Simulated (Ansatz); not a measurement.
# Si3Sb: the cost of one run

Program: Ansatz 0.2.0. Level of theory: DFT r2SCAN, scalar-relativistic, plane waves, PAW. These are calculated values, not measurements.

## Step 1: The structure to begin with

It takes space group Pm-3m (No. 221, cubic). Conventional cell: a = 4.139 Å, b = 4.139 Å, c = 4.139 Å, α = 90.00°, β = 90.00°, γ = 90.00°. Si (site symmetry 4/mmm) is surrounded by 8 Si at 2.93 Å and 4 Sb at 2.93 Å. Around Sb (site symmetry m-3m) lie 12 Si at 2.93 Å.

As a file:

```xyz
4
Lattice="4.1388 0.0000 0.0000 0.0000 4.1388 0.0000 0.0000 0.0000 4.1388" Properties=species:S:1:pos:R:3 pbc="T T T"
Si    0.0000    2.0694    2.0694
Si    2.0694    0.0000    2.0694
Si    2.0694    2.0694    0.0000
Sb    0.0000    0.0000    0.0000
```

(A quick probe on a coarse mesh, which set the mesh and smearing, is not shown.)

## Step 3: A loose first relaxation

The input, input.yaml:

```yaml
crystal:
  lattice:
    - [4.1387528297, 0.0, 0.0]
    - [0.0, 4.1387528297, 0.0]
    - [0.0, 0.0, 4.1387528297]
  atoms:
    - { symbol: Si, position: [0.0, 0.5, 0.5] }
    - { symbol: Si, position: [0.5, 0.0, 0.5] }
    - { symbol: Si, position: [0.5, 0.5, 0.0] }
    - { symbol: Sb, position: [0.0, 0.0, 0.0] }
basis:
  ecutwfc: 500
kpoints:
  mp_grid: { grid: [4, 4, 4] }
hamiltonian:
  xc: r2scan
scf:
  occupations: { method: gaussian, width: 0.1 }
  lower_state_search: "off"
output:
  forces: true
  stress: true
  eigenvalues: true
relax:
  adjacent_minimum: "off"
  f_tol: 0.04
  max_steps: 70
  cell: { stress_tol: 0.4 }
```

Command:

```bash
$ ansatz run input.yaml --threads 1 --pin off --max-ram 2560MiB --backend cpu --events-out ev --progress --plain --runs-dir out
```

What time and memory should one allow on 1 thread of Arm Neoverse V2, shared host?

About 11 s, with a peak of 0.45 GiB.
